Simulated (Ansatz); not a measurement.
# Li₃Mg, space group Pm-3m: a comparison of functionals at one structure

Program: Ansatz 0.2.0, Python API.

`li3mg.extxyz`
```text
4
Lattice="4.30344196 0.0 0.0 0.0 4.30344196 0.0 0.0 0.0 4.30344196" Properties=species:S:1:pos:R:3 pbc="T T T"
Li    2.15172098    2.15172098    0.00000000
Li    2.15172098    0.00000000    2.15172098
Li    0.00000000    2.15172098    2.15172098
Mg    0.00000000    0.00000000    0.00000000
```

The cells in order, each with its output:

In [1]:
```python
import warnings

import ansatz as az

warnings.simplefilter("ignore", az.DeckWarning)
```

In [2]:
```python
crystal = az.Crystal.from_extxyz("li3mg.extxyz")
```

In [3]:
```python
setup = (
    crystal.calculation()
    .basis(19 * az.Ha)
    .kpoints(spacing=0.23)
    .occupations("Fermi-Dirac", width=0.15)
    .stress()
)
```

In [4]:
```python
rows = []
for value in ["blyp", "r2scan", "pbesol"]:
    report = setup.functional(value).run(threads=1).report
    rows.append((value, report["free_energy_ev"] / len(report["lattice"]["sites"]), report["n_iterations"], sum(report["stress_gpa"][i][i] for i in range(3)) / 3, report["n_kpoints"]))

print("  functional   F/atom (eV)    iterations       P (GPa)      k-points")
for row in rows:
    print(f"{str(row[0]):>12s}  {row[1]:12.5f}  {row[2]:12d}  {row[3]:12.3f}  {row[4]:12d}")
```
```text
  functional   F/atom (eV)    iterations       P (GPa)      k-points
        blyp    -635.46364             7         0.463            20
      r2scan    -635.48462             7         0.601            20
      pbesol    -630.30607             6         0.113            20
```

From lowest to highest: PBEsol (0.1 GPa), BLYP (0.5 GPa) and r2SCAN (0.6 GPa). At a fixed cell a lower pressure usually means a smaller equilibrium volume, so PBEsol prefers the smallest cell and r2SCAN the largest.

Caveats:
- BLYP can be off by several per cent in the lattices of metals, and by several GPa in the pressure at a fixed cell.
- The mesh is modest for a metal, so energies can be off by several to tens of meV an atom and pressures by half a GPa or more; differences at equal mesh fare better.
- The smearing is wide enough that free energy and stress hold a thermal part of the electrons.
- Pressure is positive in compression.
- This cell is a computed structure, which may not be the phase found in nature.
- Total energies of different functionals can't be compared; pressures, moments and gaps at this one structure can.
- Finished in 7.9 s on 1 thread of Arm Neoverse V1, on a shared host, peak memory 0.52 GiB.
